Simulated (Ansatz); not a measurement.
# FeRu and its elements: a formation energy from the elements

Program: Ansatz 0.2.0 through its Python package.

Notebook, run cell by cell (the value of a cell's last expression is shown):

```python
from collections import Counter

import ansatz as az
import numpy as np
from tabulate import tabulate
```

```python
FUNCTIONAL = "r2scan"
CUTOFF = 600
KSPACING = 0.3
SMEARING = "cold"
SIGMA = 0.1
```

```python
PHASES = {
    "FeRu": (
        [(2.642801, 0.0, 0.0), (-1.321401, 2.288733, 0.0), (0.0, 0.0, 4.070227)],
        [
            ("Fe", (0.0, 0.0, 0.5)),
            ("Ru", (2 / 3, 1 / 3, 0.0)),
        ],
    ),
    "Fe": (
        [(-1.443, 1.443, 1.443), (1.443, -1.443, 1.443), (1.443, 1.443, -1.443)],
        [
            ("Fe", (0.0, 0.0, 0.0)),
        ],
    ),
    "Ru": (
        [(2.7058, 0.0, 0.0), (-1.3529, 2.343292, 0.0), (0.0, 0.0, 4.2819)],
        [
            ("Ru", (1 / 3, 2 / 3, 0.25)),
            ("Ru", (2 / 3, 1 / 3, 0.75)),
        ],
    ),
}
MOMENTS = {"Fe": 3.5}  # parallel starting moments in muB
```

```python
def build(vectors, sites):
    crystal = az.Crystal(lattice=az.Lattice.of(vectors))
    for symbol, position in sites:
        crystal = crystal.atom(symbol, position)
    return crystal
```

```python
POLARISED = {"FeRu", "Fe"}
```

```python
def run_phase(name, crystal):
    calc = (
        crystal.calculation()
        .functional(FUNCTIONAL)
        .basis(CUTOFF)
        .kpoints(spacing=KSPACING)
        .occupations(SMEARING, width=SIGMA)
        .stress()
    )
    if name in POLARISED:
        calc = calc.spin("collinear")
    calc = calc.relax(force_tolerance=0.02, fix_cell=["shape"])
    return calc.run(threads=1, pin="off")
```

```python
def counts(outcome):
    return Counter(site.symbol for site in outcome.lattice.sites)
```

```python
def formation_energy(outcome, mu):
    n = counts(outcome)
    return (outcome.report["energy_sigma0_ev"] - sum(k * mu[element] for element, k in n.items())) / sum(n.values())
```

```python
def volume_per_atom(outcome):
    return abs(np.linalg.det(outcome.lattice.cell_ang)) / len(outcome.lattice.sites)
```

```python
phases = {name: build(*cell) for name, cell in PHASES.items()}
for name in ["FeRu", "Fe"]:
    phases[name] = phases[name].moments({e: m for e, m in MOMENTS.items() if e in phases[name].species()})

done = {name: run_phase(name, crystal) for name, crystal in phases.items()}
```

    

```python
references = {"Fe": "Fe", "Ru": "Ru"}
mu = {element: done[name].report["energy_sigma0_ev"] / len(done[name].lattice.sites) for element, name in references.items()}
```

```python
target = done["FeRu"]
heat = formation_energy(target, mu)
rows = [(name, len(o.lattice.sites), volume_per_atom(o), formation_energy(o, mu)) for name, o in done.items()]
print(tabulate(rows, headers=["phase", "atoms", "V (A^3/atom)", "E_form (eV/atom)"], floatfmt=".4f", tablefmt="psql"))
```

    +---------+---------+----------------+--------------------+
    | phase   |   atoms |   V (A^3/atom) |   E_form (eV/atom) |
    |---------+---------+----------------+--------------------|
    | FeRu    |       2 |        12.6964 |             0.2937 |
    | Fe      |       1 |        11.7066 |             0.0000 |
    | Ru      |       2 |        13.4843 |             0.0000 |
    +---------+---------+----------------+--------------------+

Reading the output:
- The magnetic order follows from the starting moments and needn't be the lowest.
- For the metals among these phases the mesh is modest: differences between phases can be off by up to 40 meV an atom.
- Atoms and volume are relaxed with the cell's shape held, which in cells of lower than cubic symmetry can hide stresses and shift volumes.
- r2SCAN tends to overestimate the moments of itinerant magnets.
- The cells come from databases of deposited and of computed structures, and not all need be stable phases.
- The compound is the structure given, not necessarily its lowest; energies are at zero temperature, with no correction for gases. Magnetic phases start from parallel moments and may not end in their lowest magnetic state. A semilocal functional's error on such energies is often 0.05 to 0.1 eV an atom, and 0.1 to 0.3 eV against gases such as O2 or F2.
- Finished in 2.2 min on 1 thread of Arm Neoverse V1, with other jobs on the host, peak memory 0.58 GiB.

(Lines on the test bed's own set-up are left out of the output.)
